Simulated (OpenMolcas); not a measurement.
**Yb³⁺ with 6 ligands (bromide): CASSCF and CASPT2 levels and susceptibility**

Aim: the ligand-field states of Yb³⁺ in this surrounding, its lowest levels with spin-orbit coupling and its magnetic susceptibility.

The numbers are computed with OpenMolcas 26.06 (state-averaged CASSCF and CASPT2, spin-orbit coupling by RASSI with atomic mean-field integrals), except any that are marked as measured or tabulated.

## Step 1: Starting point

| Quantity | Value |
| --- | --- |
| Species | Yb³⁺ (ytterbium, Z = 70, 67 electrons) |
| Basis | ANO-RCC-VDZP [7s6p4d2f1g], 230 functions with the ligands |
| Scalar Hamiltonian | DKH2, point nucleus |
| Inactive shells | 1s 2s 2p 3s 3p 3d 4s 4p 4d 5s 5p of the metal, and all ligand shells |
| Active space | 13 electrons in 7 orbitals (4f) |
| Some configurations of this space | 4f¹³ |
| Orbitals | optimised for the highest spin of each parity, averaged over all roots |

Outer shells as boxes (Hund's rule):

4f13
```
4f [↑↓][↑↓][↑↓][↑↓][↑↓][↑↓][↑ ]
```

Yb³⁺ is taken with 6 ligands (bromide) in octahedron coordination (Oh) at 2.78 Å. A charge of +0.5 e stands 2.6 Å behind each ligand. Ligand basis ANO-RCC-VDZP. The distances are assumed, not relaxed.

```xyz
7

Yb    0.0000    0.0000    0.0000
Br    2.7800    0.0000    0.0000
Br    0.0000    2.7800    0.0000
Br   -2.7800    0.0000    0.0000
Br    0.0000   -2.7800    0.0000
Br    0.0000    0.0000    2.7800
Br    0.0000    0.0000   -2.7800
```

Each step is its own input file, run in one work folder so that later steps find the files of earlier ones. Labels, J, g values, rates, χT and fits are worked out afterwards by a script from the matrices that RASSI stores. The input lists half of the charges; inversion (Group=XYZ) makes the rest.

## Step 2: GATEWAY and SEWARD: basis and integrals

Input file a.inp:

```
&GATEWAY
Coord
7

Yb 0.0 0.0 0.0
Br 2.780000 0.000000 0.000000
Br 0.000000 2.780000 0.000000
Br -2.780000 0.000000 0.000000
Br 0.000000 -2.780000 0.000000
Br 0.000000 0.000000 2.780000
Br 0.000000 0.000000 -2.780000
Basis=Yb.ANO-RCC-VDZP,Br.ANO-RCC-VDZP
Group=XYZ
NoMove
AngMom=0.0 0.0 0.0
AMFI
RICD
XField
3 Angstrom 0
5.380000 0.000000 0.000000 0.500000
0.000000 5.380000 0.000000 0.500000
0.000000 0.000000 5.380000 0.500000
&SEWARD
```

Run with:

```sh
$ OMP_NUM_THREADS=1 MOLCAS_MEM=2457 MOLCAS_PROJECT=a pymolcas a.inp > a.log
```

## Step 3: CASSCF: doublets of odd parity, 7 roots

Input file a.inp:

```
&RASSCF
FileOrb=start.orb
Symmetry=2
Spin=2
nActEl=13 0 0
Inactive=69 66
Ras2=0 7
CIRoot=7 7 1
SDav=7
CIMx=300
Iter=150 100
PrWF=0.3
OrbListing=Nothing
MaxOrb=0
LevShft=1.0
>>> COPY $Project.JobIph JOB001
```

start.orb holds start orbitals that the driver prepared beforehand, or those of the step before.

## Step 4: RASSI: spin-orbit coupling between the states

Input file a.inp:

```
&RASSI
NrOfJobIphs=1 7
1 2 3 4 5 6 7
IphNames
JOB001
EJob
SpinOrbit
DIPRint=1.0
SOCoupling=1000.0
Subsets=2
Property=9
'ANGMOM' 1 'ANGMOM' 2 'ANGMOM' 3 'MLTPL  1' 1 'MLTPL  1' 2 'MLTPL  1' 3
'AMFI' 1 'AMFI' 2 'AMFI' 3
SOProperty=3
'ANGMOM' 1 'ANGMOM' 2 'ANGMOM' 3
```

## Step 5: CASPT2: IPEA 0.25, imaginary shift 0.1 (closed shells correlated: 5s 5p of the metal, with ligand shells; the Frozen line counts the rest)

Input file a.inp:

```
>>> COPY JOB001 $Project.JobIph
&CASPT2
Multistate=7 1 2 3 4 5 6 7
NoMult
Frozen=56 51
IPEA=0.25
Imaginary=0.1
MaxIter=60
WThr=0.0 0.3 0.05
PrWF=0.5
NoMix
```

(Steps that only read results are left out.)

**Question.** What will these runs give? Wanted: spin-free ground state; first state of the same spin within the active space; lowest level; next level.

**Answer**, as computed:

| quantity | value |
| --- | --- |
| method | SS-CASPT2, IPEA 0.25, imaginary shift 0.1 (closed shells correlated: 5s 5p of the metal, with ligand shells; the Frozen line counts the rest) |
| spin-free ground state | 2T1, 3-fold in its orbital part |
| first state of the same spin within the active space | 2T2 at 246 cm⁻¹ |
| lowest level | 2-fold Γ6, g = 2.66, 2.66, 2.66 |
| next level | 151.9 cm⁻¹ |
| χT at 300 K | 2.48 cm³ K/mol |
| effective moment at 300 K | 4.45 μB |

Cost by method:

| method | time of its own steps | time with the reference |
| --- | --- | --- |
| A. CASSCF | 72 s | 72 s |
| B. SS-CASPT2, IPEA 0.25, imaginary shift 0.1, +5s 5p | 68 s | 2.3 min |

Times are of one thread on a shared host.

**Reading.** The spin-free ground state (2T1) is 3-fold and keeps the highest spin of the shell. CASPT2 does not keep the components of a term degenerate, and the means are used. The bonds are covalent and no ligand orbital is active, so the numbers are rough.
